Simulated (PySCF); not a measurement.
# CH2I2: the cost of one run

Computed with PySCF 2.14.0 and routines of our own; the level stands in each step. Atoms count from 0.

## Step 1: The starting structure

5 atoms, charge 0, multiplicity 1; geometry from: GFN2-xTB.

## Step 2: Geometry optimisation at PBE0-D3(BJ)/def2-SVP

Job settings and geometry (Å):

```
{"job": {"xc": "PBE0", "basis": "def2-SVP", "d3": "d3bj", "grid": 1, "maxiter": 30, "shake": 0.01, "kind": "geom"}, "charge": 0, "multiplicity": 1}
I     -1.768190     0.940190    -0.026730
C     -0.006490    -0.224300     0.001990
I      1.794970     0.918560    -0.047200
H      0.026810    -0.800810     0.913940
H     -0.013540    -0.867630    -0.879890
```

Command:

```bash
> OMP_NUM_THREADS=1 python heavy_run.py task.json out
```

The driver reads the jobs from task.json and runs them one after another.

**Question.** How long does this first job take on 1 thread of Arm Neoverse V1, shared host, and how much memory does it need?

About 11 s, with a peak of 0.34 GiB.
